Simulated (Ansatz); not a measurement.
# CH₅ClGeO₂: a ladder of functionals and wavefunction methods

One table from this session's results is given with a row withheld; the runs are named, their logs left out.

The runs use Ansatz 0.2.0, Gaussian basis; functionals in def2-TZVPP, the program's frozen cores in correlated methods.

The runs, in order: LDA (SPW92), PBE-D4, revPBE-D4, BLYP-D4, r2SCAN-D4, B97M-V, PBE0-D4, B3LYP-D4, r2SCANh-D4, r2SCAN0-D4, HSE06-D4, BHLYP-D4, CAM-B3LYP-D4, LC-ωPBE, ωB97X-V, ωB97M-V, B2PLYP, PBE-QIDH; CCSD(T)/def2-SVP; CCSD(T)/def2-TZVPP; MP2/def2-QZVPP; extrapolation to the limit; RPA on PBE.

### The relaxed structure

All runs share one geometry, relaxed beforehand with PBE0-D4 in a triple-zeta def2 set.

10 atoms, charge 0, spin multiplicity 1.

Atoms are counted from 1 here; the program's logs count them from 0.

Bond lengths: C1–O2 1.413 Å, C1–H6 1.097 Å, C1–H7 1.091 Å, C1–H8 1.095 Å, O2–Ge3 1.758 Å, Ge3–O4 1.750 Å, Ge3–Cl5 2.153 Å, Ge3–H9 1.526 Å, O4–H10 0.961 Å. Angles: O2–C1–H6 111.8°, O2–C1–H7 107.5°, O2–C1–H8 111.8°, H6–C1–H7 108.3°, H6–C1–H8 108.7°, H7–C1–H8 108.6°, C1–O2–Ge3 121.0°, O2–Ge3–O4 106.3°, O2–Ge3–Cl5 107.2°, O2–Ge3–H9 114.8°, O4–Ge3–Cl5 110.7°, O4–Ge3–H9 108.7°, Cl5–Ge3–H9 109.1°, Ge3–O4–H10 112.6°.

Set-up of the first run:

in.yaml reads:

```yaml
crystal:
  periodic: [false, false, false]
  atoms:
    - {symbol: C, position_ang: [-1.049121, -1.233818, -0.362739]}
    - {symbol: O, position_ang: [0.258450, -0.776817, -0.083684]}
    - {symbol: Ge, position_ang: [0.540274, 0.847820, 0.524862]}
    - {symbol: O, position_ang: [2.271610, 1.097157, 0.475404]}
    - {symbol: Cl, position_ang: [-0.464643, 2.208724, -0.807194]}
    - {symbol: H, position_ang: [-1.666472, -1.281747, 0.542296]}
    - {symbol: H, position_ang: [-0.963650, -2.241701, -0.772614]}
    - {symbol: H, position_ang: [-1.553447, -0.598762, -1.098423]}
    - {symbol: H, position_ang: [0.051372, 1.092172, 1.949958]}
    - {symbol: H, position_ang: [2.658728, 0.835874, -0.364865]}
basis:
  gaussian: {orbitals: def2-TZVPP}
hamiltonian: {xc: lda}
output: {orbitals: {seedname: orbitals}}
```

Among the steps run: LDA; PBE-D4 (GGA); revPBE-D4 (GGA); BLYP-D4 (GGA); r2SCAN-D4 (meta-GGA); B97M-V (meta-GGA); PBE0-D4 (hybrid); B3LYP-D4 (hybrid); r2SCANh-D4 (hybrid); r2SCAN0-D4 (hybrid); HSE06-D4 (hybrid); BHLYP-D4 (hybrid); CAM-B3LYP-D4 (range-separated); LC-ωPBE-D4 (range-separated; the results give it without D4); ωB97X-V (range-separated); ωB97M-V (range-separated); B2PLYP (double hybrid); PBE-QIDH (double hybrid).

One of the session's tables, all rows but one given; the rest of the session is left out.

It belongs to the step «Frontier levels by functional». 

| functional | HOMO (eV) | gap (eV) |
| --- | --- | --- |
| LDA (SPW92) | -6.96 | 5.64 |
| PBE-D4 | -6.82 | 5.76 |
| revPBE-D4 | -6.76 | 5.82 |
| BLYP-D4 | -6.73 | 5.69 |
| r2SCAN-D4 | -7.18 | 6.49 |
| B97M-V | -7.31 | 6.56 |
| PBE0-D4 | -8.43 | 8.42 |
| B3LYP-D4 | ? | ? |
| r2SCANh-D4 | -7.78 | 7.46 |
| r2SCAN0-D4 | -8.69 | 8.91 |
| HSE06-D4 | -8.02 | 7.64 |
| BHLYP-D4 | -9.99 | 10.95 |
| CAM-B3LYP-D4 | -9.90 | 10.87 |
| LC-ωPBE | -11.24 | 13.56 |
| ωB97X-V | -10.92 | 13.08 |
| ωB97M-V | -10.83 | 12.72 |

Q: Estimate the row for B3LYP-D4 from the others.

Worked estimate for «HOMO (eV)». Against the share of exact exchange, BLYP-D4 (0, -6.73), BHLYP-D4 (0.5, -9.99) give a slope of -6.52 per unit share; at 0.2 the line stands at -8.03.

**Answer.** HOMO (eV): -8.19; gap (eV): 7.81. In «HOMO (eV)» the line misses by +0.16.
